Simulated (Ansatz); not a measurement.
Consider vertical spin-state energies of C2H7FSi, SMILES CC(F)[SiH3] (Ansatz 0.2.0, Python API).

`c2h7fsi.xyz`
```text
11

C    -0.76510    1.13040    0.07390
C    -0.55320   -0.31560    0.22970
F    -1.46620   -0.97630   -0.58740
Si    1.24390   -0.87890   -0.18850
H    -0.66210    1.48180   -0.99490
H    -1.85530    1.41740    0.31270
H    -0.13620    1.78150    0.70700
H    -0.74750   -0.58360    1.25340
H     2.16270   -0.20290    0.74490
H     1.53700   -0.55450   -1.56470
H     1.30740   -2.35630    0.03450
```

The script, `c2h7fsi_spin.py`:
```python
import ansatz as az

mol = az.Crystal.molecule_from_extxyz('c2h7fsi.xyz')

base = mol.calculation().basis(gaussian='cc-pVTZ').functional('pbe0', dispersion='d4')
found = {}
for unpaired in [0, 2]:
    data = base.spin('collinear', total=unpaired).run().report
    s = unpaired / 2
    found[unpaired] = data['free_energy_ev']
    print(f'2S+1 = {unpaired + 1}: E = {found[unpaired]:.5f} eV, <S^2> = {abs(data["mean_field"]["state"]["spin_squared"]):.3f} (pure state {s * (s + 1):.2f})')
lowest = min(found, key=found.get)
for unpaired, e in found.items():
    print(f'multiplicity {unpaired + 1}: {(e - found[lowest]):.3f} eV above the lowest')
```

Which spin state is lowest at this geometry, and how far above lie the others?

In order: multiplicity 1 (+0.00 eV) and multiplicity 3 (+7.01 eV), all at the one geometry.

What the script printed:

```console
$ python c2h7fsi_spin.py
2S+1 = 1: E = -12775.76857 eV, <S^2> = 0.000 (pure state 0.00)
2S+1 = 3: E = -12768.75409 eV, <S^2> = 2.004 (pure state 2.00)
multiplicity 1: 0.000 eV above the lowest
multiplicity 3: 7.014 eV above the lowest
```

Reading the output:
- Total energies depend on the basis set; only differences at equal settings carry meaning.
- The geometry is a force-field or estimated start, not a minimum of this method, and the basis set is short of its limit. All parts are taken at fixed geometry, without zero-point energy.
- Finished in 80 s on 1 thread of Intel(R) Xeon(R) Platinum 8375C CPU @ 2.90GHz (Ice Lake), on a shared host, peak memory 0.89 GiB.

(Lines on the test bed's own set-up are left out of the output.)
